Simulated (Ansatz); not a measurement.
# Si16B: the cost of one run

Method: DFT PBE+D3(BJ), plane waves, PAW, scalar-relativistic, collinear spin, in Ansatz 0.2.0.

### 1 Starting point

The cell holds 17 atoms (BSi16): a = 7.679 Å, b = 7.679 Å, c = 7.679 Å, α = 60.00°, β = 60.00°, γ = 60.00°.

Its coordinates follow in the input file.

### 2 Preparing the start

input.yaml reads:

```yaml
accuracy: low
crystal:
  lattice:
    - [0.0, 5.43, 5.43]
    - [5.43, 0.0, 5.43]
    - [5.43, 5.43, 0.0]
  atoms:
    - { symbol: Si, position: [0.0, 0.0, 0.0] }
    - { symbol: Si, position: [0.125, 0.125, 0.125] }
    - { symbol: Si, position: [0.0, 0.0, 0.5] }
    - { symbol: Si, position: [0.125, 0.125, 0.625] }
    - { symbol: Si, position: [0.0, 0.5, 0.0] }
    - { symbol: Si, position: [0.125, 0.625, 0.125] }
    - { symbol: Si, position: [0.0, 0.5, 0.5] }
    - { symbol: Si, position: [0.125, 0.625, 0.625] }
    - { symbol: Si, position: [0.5, 0.0, 0.0] }
    - { symbol: Si, position: [0.625, 0.125, 0.125] }
    - { symbol: Si, position: [0.5, 0.0, 0.5] }
    - { symbol: Si, position: [0.625, 0.125, 0.625] }
    - { symbol: Si, position: [0.5, 0.5, 0.0] }
    - { symbol: Si, position: [0.625, 0.625, 0.125] }
    - { symbol: Si, position: [0.5, 0.5, 0.5] }
    - { symbol: Si, position: [0.625, 0.625, 0.625] }
    - { symbol: B, position: [0.0572127, 0.3095724, 0.8273621], spin: 1.0 }
magnetization:
  spin_polarized: true
basis:
  ecutwfc: 420.0
kpoints:
  mp_grid: { grid: [2, 2, 2] }
hamiltonian:
  xc: pbe
  dispersion: d3bj
  pseudopotentials: { kind: paw, azcp: { folder: soft_1 } }
scf:
  occupations: { method: fermi_dirac, width: 0.05 }
  lower_state_search: "off"
relax:
  f_tol: 0.08
  max_steps: 25
  adjacent_minimum: "off"
```

Run with:

```console
$ ansatz run input.yaml --threads 1 --pin off --max-ram 3072MiB --backend cpu --events-out ev --progress --plain --runs-dir out
```

What time and memory should one allow on 1 thread of Arm Neoverse V1, shared host?

About 63 s, with a peak of 0.66 GiB.
